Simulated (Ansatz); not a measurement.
# Co2PdO4 in Ansatz: reference runs

Aim: a first look at Co2PdO4 with PBE, on the cell as given.

Everything below comes from runs of Ansatz 0.2.0. Logs are shortened: lines on timing, memory, paths and dates and some standing lists are left out, and cuts for length are marked.

## Step 1: The cell of the first run

The cell holds a slab with vacuum, 7 atoms: a = 2.845 Å, b = 2.845 Å, c = 22.910 Å, α = 90.00°, β = 90.00°, γ = 120.00°.

## Step 2: Single point, PBE, collinear spin, ferromagnetic start (the (0 0 1) slab of CoPdO2, cut from the database cell, not relaxed)

Input file input.yaml:

```yaml
crystal:
  lattice:
    - [2.8449990154, 0.0, 0.0]
    - [-1.4224995077, 2.4638414211, 0.0]
    - [0.0, 0.0, 22.909516]
  atoms:
    - { symbol: O, position: [0.0, 0.0, 0.3273748778] }
    - { symbol: Co, position: [0.3333333333, 0.6666666667, 0.3699230486], spin: 2.0 }
    - { symbol: O, position: [0.6666666667, 0.3333333333, 0.4124712194] }
    - { symbol: Pd, position: [0.6666666667, 0.3333333333, 0.5] }
    - { symbol: O, position: [0.6666666667, 0.3333333333, 0.5875287806] }
    - { symbol: Co, position: [0.0, 0.0, 0.6300769514], spin: 2.0 }
    - { symbol: O, position: [0.3333333333, 0.6666666667, 0.6726251222] }
hamiltonian:
  xc: pbe
  pseudopotentials: { kind: paw }
magnetization:
  spin_polarized: true
kpoints:
  mp_grid: { grid: [11, 11, 1] }
scf:
  occupations: { method: fermi_dirac, width: 0.05 }
output:
  forces: true
  eigenvalues: true
efield:
  axis: 3
  dipole_correction: true
  ramp_width: 0.04
```

Potentials or basis: Ansatz PAW.

Launch:

```
$ ansatz run input.yaml --threads 4 --pin off --max-ram 11264MiB --backend cpu --events-out ev --progress --plain --runs-dir out
```

The program printed:

```text
Warning: RAYON_NUM_THREADS=4 ignored (pool sized by the plan → 4); use --threads N
Engine: ansatz 0.2.0, aarch64-unknown-linux-gnu
Pseudopotentials: kind: paw
Pseudopotential: O, paw, valence charge 6, recommended cutoff 420 eV (normal), O.paw.azcp
Pseudopotential: Co, paw, valence charge 17, recommended cutoff 420 eV (normal), Co.paw.azcp
Pseudopotential: Pd, paw, valence charge 18, recommended cutoff 420 eV (normal), Pd.paw.azcp
Functional definition: PBE
  parameter kappa = 0.804
  parameter beta = 0.06672455060314922
  exchange = pbe_x(kappa = kappa, mu = beta*pi^2/3)
  correlation = pbe_c(beta = beta)
Crystal: 7 atoms, lattice volume = 160.587 Å³
Basis set: ecut = 420 eV, 3173 PW (Γ), exchange–correlation on 40×40×320 points (8 copies of the dense FFT grid, shifted against one another)
Bands: 48, of which v1, the nominal top of the filled ones, is band 38 counted from 1 (37 counted from 0)
Symmetry: 6 space group operations
k-points: 16 of 121 (time reversal used)
Non-local potential: O, projectors of the file, l = 0: 2, l = 1: 2, l = 2: 1
Non-local potential: Co, projectors of the file, l = 0: 3, l = 1: 2, l = 2: 3, l = 3: 1
Non-local potential: Pd, projectors of the file, l = 0: 2, l = 1: 2, l = 2: 2, l = 3: 1
PAW form: soft (Blöchl's): semilocal exchange-correlation on the pseudo side does not see the compensation charge
PAW one-centre angular grid: O, 110 points (default); XC on 64 Gauss nodes
PAW one-centre angular grid: Co, 590 points (default); XC on 64 Gauss nodes
PAW one-centre angular grid: Pd, 590 points (default); XC on 64 Gauss nodes
Initial density: superposition of atomic densities (neutral atoms: chi_scale 0, normalization atom)
Starting moments: Σ|m| = 4 μB on 2 of 7 sites
Initial wavefunctions: pseudopotential atomic-orbital guess
Functional: x = pbe(κ = 0.804, μ = 0.2195149727645171), c = pbe(β = 0.06672455060314922)
SCF iter   1: F=—  HF=-19501.680657 eV  |F-HF|=—  |Δ(HF+E_count)|=         —  Δρ=1.29e-1 (↑1.29e-1 ↓1.12e-1)  dr2=2.46e2  dr2_m=3.22e0  M=5.359 μB ∫|m|=5.524 μB  β_m=0.88  ethr=3.10e-3  p=0.000 e·Å  D=8.26e-14 V/Å  ΔV_dip=-0.00 eV  dr2_dipole=1.52e-12  V_vac-E_F(+/−)=4.33/4.33 eV  ⟨swp⟩=7.8  Hψ=6706  notcnv=0  defer=5
Mixer restart at iter 1: flushing history
efield: sawtooth ramp at fractional position 0.9800 (placed from the atoms, in the widest stretch of the axis that holds none; the zero of the levels goes with the place), width 0.0400; the density the first Hamiltonian is built on has a dipole p = 0.000 e·Å; the dipole correction subtracts the counter field D = 8.26e-14 V/Å, which shifts the + side's vacuum level by -0.00 eV against the − side's; the planar-averaged density in the ramp window peaks in size at 1.8e-5 e/Å³
preconditioner: auto → LDOS  [metal: Δε(μ)=0.012 eV  Ē_g=11.857 eV  σ=0.050 eV  W_gap=0.06  n_scr=16 (ndim 8)  ℏωp=21.1 eV  f_vac=0.549  D(μ)=12.22/eV (n_scr^D=140)]
spin=Collinear: LDOS preconditioning applied to the charge; magnetization (m = ρ↑ − ρ↓) channel mixes plain (no charge-response kernel on spin).
SCF iter   2: F=—  HF=-19494.882670 eV  |F-HF|=—  |Δ(HF+E_count)|=    6.80e0  Δρ=8.27e-2 (↑8.27e-2 ↓7.22e-2)  dr2=1.30e2  dr2_m=2.95e-1  M=5.526 μB ∫|m|=6.074 μB  β_m=0.50  ethr=3.10e-3  p=0.003 e·Å  D=3.33e-3 V/Å  ΔV_dip=-0.08 eV  dr2_dipole=4.80e-4  V_vac-E_F(+/−)=5.31/5.38 eV  ⟨swp⟩=3.0  Hψ=2823  notcnv=0  defer=97
density mixer auto → msr1: a metal under ldos (density of states about μ 3.00 of a free-electron gas's, 16 screened modes)
[... 10 lines left out ...]
SCF iter  13: F=—  HF=-19490.935699 eV  |F-HF|=—  |Δ(HF+E_count)|=   1.06e-5  Δρ=9.65e-5 (↑9.65e-5 ↓8.29e-5)  dr2=1.91e-5  dr2_m=4.43e-6  M=-0.989 μB ∫|m|=1.016 μB  β_m=0.97  ethr=1.05e-6  p=0.000 e·Å  D=1.54e-6 V/Å  ΔV_dip=-0.00 eV  dr2_dipole=6.55e-10  V_vac-E_F(+/−)=7.66/7.66 eV  ⟨swp⟩=1.7  Hψ=1812  notcnv=0  defer=130
SCF iter  14: F=—  HF=-19490.935697 eV  |F-HF|=—  |Δ(HF+E_count)|=   1.99e-6  Δρ=4.40e-5 (↑4.40e-5 ↓1.62e-5)  dr2=6.87e-6  dr2_m=6.84e-7  M=-0.989 μB ∫|m|=1.016 μB  β_m=0.98  ethr=2.52e-8  p=-0.000 e·Å  D=-1.66e-6 V/Å  ΔV_dip=0.00 eV  dr2_dipole=3.83e-8  V_vac-E_F(+/−)=7.66/7.66 eV  ⟨swp⟩=2.7  Hψ=3038  notcnv=0  defer=130
SCF iter  15: F=—  HF=-19490.935699 eV  |F-HF|=—  |Δ(HF+E_count)|=   1.50e-6  Δρ=1.81e-5 (↑1.81e-5 ↓1.64e-5)  dr2=2.53e-6  dr2_m=6.31e-8  M=-0.989 μB ∫|m|=1.016 μB  β_m=0.87  ethr=9.03e-9  p=0.000 e·Å  D=2.43e-6 V/Å  ΔV_dip=-0.00 eV  dr2_dipole=8.38e-9  V_vac-E_F(+/−)=7.66/7.66 eV  ⟨swp⟩=2.3  Hψ=2350  notcnv=0  defer=130
SCF iter  16: F=—  HF=-19490.935699 eV  |F-HF|=—  |Δ(HF+E_count)|=   1.09e-7  Δρ=7.17e-6 (↑7.17e-6 ↓5.32e-6)  dr2=2.31e-7  dr2_m=1.17e-8  M=-0.989 μB ∫|m|=1.016 μB  β_m=0.79  ethr=3.33e-9  p=-0.000 e·Å  D=-2.26e-6 V/Å  ΔV_dip=0.00 eV  dr2_dipole=2.22e-8  V_vac-E_F(+/−)=7.66/7.66 eV  ⟨swp⟩=2.1  Hψ=2053  notcnv=0  defer=130
SCF iter  17: F=—  HF=-19490.935699 eV  |F-HF|=—  |Δ(HF+E_count)|=   5.72e-8  Δρ=3.09e-6 (↑3.09e-6 ↓1.42e-6)  dr2=4.15e-8  dr2_m=4.47e-9  M=-0.989 μB ∫|m|=1.016 μB  β_m=0.78  ethr=3.04e-10  p=-0.000 e·Å  D=-5.50e-7 V/Å  ΔV_dip=0.00 eV  dr2_dipole=9.17e-9  V_vac-E_F(+/−)=7.66/7.66 eV  ⟨swp⟩=2.1  Hψ=2310  notcnv=0  defer=130
SCF iter  18: F=—  HF=-19490.935699 eV  |F-HF|=—  |Δ(HF+E_count)|=   6.20e-8  Δρ=3.61e-6 (↑3.61e-6 ↓1.09e-6)  dr2=8.42e-8  dr2_m=2.91e-9  M=-0.989 μB ∫|m|=1.016 μB  β_m=0.76  ethr=5.46e-11  p=0.000 e·Å  D=2.11e-7 V/Å  ΔV_dip=-0.00 eV  dr2_dipole=2.37e-8  V_vac-E_F(+/−)=7.66/7.66 eV  ⟨swp⟩=15.5  Hψ=8552  notcnv=0
SCF iter  19: F=-19490.935699 eV  HF=-19490.935699 eV  |F-HF|=1.55e-8  |Δ(HF+E_count)|=   6.49e-9  Δρ=1.32e-6 (↑1.32e-6 ↓3.29e-7)  dr2=1.23e-8  dr2_m=5.06e-10  M=-0.989 μB ∫|m|=1.016 μB  ethr=5.46e-11  p=-0.000 e·Å  D=-1.35e-7 V/Å  ΔV_dip=0.00 eV  dr2_dipole=4.07e-9  V_vac-E_F(+/−)=7.66/7.66 eV  ⟨swp⟩=4.8  Hψ=3790  notcnv=0
SCF 1 converged in 19 iterations: F = -19490.935699 eV  dr2 = 1.23e-8
SCF converged after 19 iterations
Magnetization: -0.9892 μB (37.5054 up, 38.4946 down)
Absolute magnetization: 1.0169 μB (∫|ρ↑−ρ↓|, with the PAW one-centre terms)
Spin contamination: 0.0113 ħ² per cell (⟨S²⟩ above its minimum at these occupations)
Per-site moments (μB) at R_I (Å): [(-0.06287495064168881, 0.7878814384189058), (-0.3612208331093479, 0.7878814384189055), (-0.02179656176012112, 0.7878814384189055), (-0.006359337694741657, 0.8271623248416786), (-0.02179813434825907, 0.7878814384189053), (-0.36124015630714457, 0.7878814384189053), (-0.0628770284920015, 0.7878814384189061)]
Free energy (F): -19490.935699 eV
Harris-Foulkes:  -19490.935699 eV  (|F-HF|=1.55e-8)
Internal energy: -19490.894442 eV  (E = F + TS)
E sigma→0 (E₀):  -19490.915070 eV
Entropy (-TS):   -0.041257 eV (-5.894 meV/atom)
Fermi energy:    1.023802 eV
Dipole field:    D = 0.000096 V/Å  (p = 0.000085 e·Å, saw-weighted, corrected)
Work function:   Φ+ = 7.6581 eV   Φ− = 7.6601 eV
Levels:          The Fermi level and band energies are counted from a zero that moves with the ramp; work functions are not
--- Per-component energies (eV) ---
  E_band       = -1761.462189
  E_kinetic    = 2105.385022
  E_local      = -110689.844606  (includes V_loc(G=0)·N_el)
  E_nonlocal   = 1312.116835
  E_hartree    = 53964.728562
  E_xc         = -776.708704
  E_vxc        = -991.938083  (∫ρ·V_xc dr)
  E_paw        = -7400.446568  (= ΣΔE_a)
  E_vpaw       = -1426.646296  (= ΣTr[D̂ρ^β])
  E_aug_tail   = 0.009565  (compensation charges beyond the density's cutoff)
  E_efield     = 0.000000  (sawtooth field / dipole correction)
  E_vefield    = 0.000000  (∫n·V_field dr)
  E_ewald      = 41993.865453
  E_smearing   = -0.041257  (= −TS)
  E_closure    = -0.000000  (closes the sum)
  Σ components = -19490.935699   (vs F -19490.935699, Δ=0.00e0)
--- Forces (eV/Å), atoms counted from 1 ---
  atom   1  O      0.00000000     0.00000000     1.26716124
  atom   2  Co     0.00000000     0.00000000    -1.39105153
  atom   3  O     -0.00000000    -0.00000000     0.04602373
  atom   4  Pd     0.00000000     0.00000000    -0.00002745
  atom   5  O      0.00000000     0.00000000    -0.04603666
  atom   6  Co     0.00000000    -0.00000000     1.39108655
  atom   7  O      0.00000000    -0.00000000    -1.26716853
  max |Σ_I F_I| component: 1.27e-5 eV/Å
--- Band table (eV; the first three rows and the last of 32) ---
  k-point 0 ↑: bands = ["-94.1328", "-94.1327", "-83.2164", "-57.3969", "-57.3969", "-57.3969", "-57.3969", "-57.3457", "-57.3457", "-49.3072", "-48.6464", "-48.6464", "-19.1235", "-18.9823", "-16.8684", "-16.7965", "-6.2446", "-5.2122", "-4.3237", "-4.3237", "-4.2454", "-4.2454", "-3.7673", "-2.0118", "-1.3519", "-1.3254", "-1.3254", "-1.2949", "-1.2949", "-0.7894", "-0.7894", "-0.1661", "-0.1661", "-0.1615", "-0.1615", "0.3571", "0.3571", "1.1916", "1.2705", "3.4543", "3.4543", "3.5742", "3.5742", "4.7643", "6.9700", "8.1676", "8.3651", "9.1048"]
  k-point 1 ↑: bands = ["-94.1322", "-94.1322", "-83.2146", "-57.4024", "-57.4024", "-57.3982", "-57.3982", "-57.3449", "-57.3448", "-49.3051", "-48.6636", "-48.6507", "-19.0372", "-18.8936", "-16.8521", "-16.7847", "-6.2025", "-5.1667", "-4.4183", "-4.3700", "-4.2782", "-4.1938", "-3.5417", "-1.8668", "-1.7598", "-1.5120", "-1.4657", "-1.3160", "-1.2143", "-1.1362", "-1.0762", "-0.2758", "-0.1917", "0.0615", "0.1526", "0.3628", "0.5128", "1.2135", "1.3152", "3.2037", "3.3491", "3.3960", "3.5167", "4.8767", "7.3970", "8.3810", "8.5913", "9.3238"]
  k-point 2 ↑: bands = ["-94.1308", "-94.1308", "-83.2099", "-57.4172", "-57.4172", "-57.4017", "-57.4017", "-57.3426", "-57.3426", "-49.2996", "-48.7096", "-48.6621", "-18.8001", "-18.6489", "-16.8063", "-16.7517", "-6.1076", "-5.1507", "-4.5581", "-4.5042", "-4.1641", "-4.0600", "-3.1009", "-2.7338", "-2.3712", "-1.8727", "-1.6361", "-1.6311", "-1.2125", "-0.9376", "-0.7295", "-0.5514", "-0.2491", "0.2137", "0.3768", "0.5135", "0.7543", "1.1993", "1.3322", "2.6790", "2.9138", "3.2763", "3.3996", "5.0929", "8.4609", "8.9954", "9.2227", "9.9563"]
  k-point 15 ↓: bands = ["-94.5703", "-94.5703", "-83.1967", "-57.8780", "-57.8780", "-57.8298", "-57.8298", "-57.8166", "-57.8166", "-49.2774", "-48.8250", "-48.7838", "-17.9147", "-17.7212", "-16.6095", "-16.6094", "-5.6922", "-5.5385", "-5.3852", "-4.8697", "-4.6286", "-4.5695", "-3.9113", "-3.4181", "-2.6419", "-2.6168", "-2.3520", "-2.2042", "-1.6453", "-0.9588", "-0.8939", "-0.7287", "-0.4307", "-0.4103", "0.0161", "0.4055", "0.6602", "0.6962", "1.6852", "2.6278", "2.6468", "2.6841", "3.0068", "7.8319", "9.7304", "11.9493", "13.7653", "14.2486"]
```

Run time: 13 s. Hardware: 4 threads of Arm Neoverse V2, shared host; peak memory 0.58 GiB.

What came out:

```yaml
Free_energy: -19490.9357 eV
Largest_force: 1.391 eV/Å
Band_gap_on_the_k_mesh: none (metal or under the smearing width)
Net_moment: -0.99 μB per cell
Absolute_moment: 1.02 μB per cell
Site_moments: O -0.06, -0.02; Co -0.36; Pd -0.01 μB
Work_function_of_the_upper_face: 7.66 eV
Work_function_of_the_lower_face: 7.66 eV
Dipole_across_the_slab: 0.000 e·Å
```

Forces on the atoms (eV/Å):
```
O    0.000  0.000  1.267
Co   0.000  0.000 -1.391
O    0.000  0.000  0.046
Pd   0.000  0.000  0.000
O    0.000  0.000 -0.046
Co   0.000  0.000  1.391
O    0.000  0.000 -1.267
```

Levels at points of the mesh, in eV from the Fermi level:
Spin up:
```csv
k point,band 36,band 37,band 38,band 39,band 40,band 41
"(0.00, 0.00, 0.00)",-0.67,-0.67,0.17,0.25,2.43,2.43
```
Spin down:
```tsv
k point	band 37	band 38	band 39	band 40	band 41	band 42
(0.00, 0.00, 0.00)	-0.69	-0.43	-0.37	2.23	2.23	2.36
```

Caveat: semilocal functionals often make such compounds metallic where correlation or magnetic order opens a gap, which also shifts bond lengths.
